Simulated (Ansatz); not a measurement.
# C2H6AlNO: the cost of one run

Program: Ansatz 0.2.0, Gaussian basis. Level of theory: the settings change from run to run. These are calculated values, not measurements.

## Step 1: The geometry

The geometry comes from an earlier relaxation with PBE0-D4 in a triple-zeta def2 set; it is a stationary point, not always the lowest conformer.

SMILES `O[CH]1C[NH][AlH]1`, 11 atoms, charge 0, spin multiplicity 1.

Atoms are counted from 1 here; the program's logs count them from 0.

Bond lengths: O1–C2 1.428 Å, O1–H6 0.959 Å, C2–C3 1.547 Å, C2–Al5 1.996 Å, C2–H7 1.096 Å, C3–N4 1.471 Å, C3–H8 1.098 Å, C3–H9 1.096 Å, N4–Al5 1.761 Å, N4–H10 1.005 Å, Al5–H11 1.586 Å. Angles: C2–O1–H6 108.0°, O1–C2–C3 109.5°, O1–C2–Al5 120.5°, O1–C2–H7 110.1°, C3–C2–Al5 83.7°, C3–C2–H7 110.2°, Al5–C2–H7 119.0°, C2–C3–N4 103.5°, C2–C3–H8 111.8°, C2–C3–H9 108.3°, N4–C3–H8 112.1°, N4–C3–H9 112.9°, H8–C3–H9 108.2°, C3–N4–Al5 94.8°, C3–N4–H10 117.9°, Al5–N4–H10 147.3°, C2–Al5–N4 78.0°, C2–Al5–H11 147.3° and more.

Coordinates:

| atom | x (Å) | y (Å) | z (Å) |
| --- | --- | --- | --- |
| O1 | -1.67381 | 0.51535 | 0.87852 |
| C2 | -0.50836 | 0.69728 | 0.07369 |
| C3 | 0.69490 | -0.01146 | 0.74041 |
| N4 | 1.15106 | -0.95562 | -0.29158 |
| Al5 | -0.11798 | -0.54300 | -1.44029 |
| H6 | -2.42341 | 0.87320 | 0.39922 |
| H7 | -0.29764 | 1.76639 | -0.04738 |
| H8 | 1.48033 | 0.70042 | 1.02484 |
| H9 | 0.33974 | -0.51110 | 1.64917 |
| H10 | 1.95933 | -1.51774 | -0.09040 |
| H11 | -0.53866 | -1.07061 | -2.87570 |

## Step 2: wB97/ANO-RCC-VTZP

Set apart from the defaults: atoms shaken by 0.08 Å, finite nuclei, a point charge of 1.00 e beside it, high accuracy.

in.yaml

```yaml
crystal:
  periodic: [false, false, false]
  atoms:
    - {symbol: O, position_ang: [-1.712616, 0.540060, 0.923334]}
    - {symbol: C, position_ang: [-0.465516, 0.674927, 0.126650]}
    - {symbol: C, position_ang: [0.779225, 0.048474, 0.680239]}
    - {symbol: N, position_ang: [1.050577, -0.934321, -0.346446]}
    - {symbol: Al, position_ang: [-0.017477, -0.551427, -1.539088]}
    - {symbol: H, position_ang: [-2.435495, 0.710770, 0.473390]}
    - {symbol: H, position_ang: [-0.321423, 1.787780, -0.077409]}
    - {symbol: H, position_ang: [1.514554, 0.687118, 1.137619]}
    - {symbol: H, position_ang: [0.330986, -0.511199, 1.703926]}
    - {symbol: H, position_ang: [1.879158, -1.496043, -0.014792]}
    - {symbol: H, position_ang: [-0.466163, -1.059246, -2.875063]}
basis:
  gaussian: {orbitals: ANO-RCC-VTZP, nuclear_model: gaussian, point_charges: [{charge: 1.00, position_ang: [5.220, -0.784, 0.201]}]}
hamiltonian: {xc: {name: wB97}}
accuracy: high
```

The run is started by

```
$ ansatz run in.yaml --threads 4 --pin off --events-out ev --progress --plain --max-ram 10444MiB
```

Q: Estimate wall time and peak memory on 4 threads of Intel Xeon Platinum 8488C, shared host.

About 61 s, with a peak of 2.5 GiB.
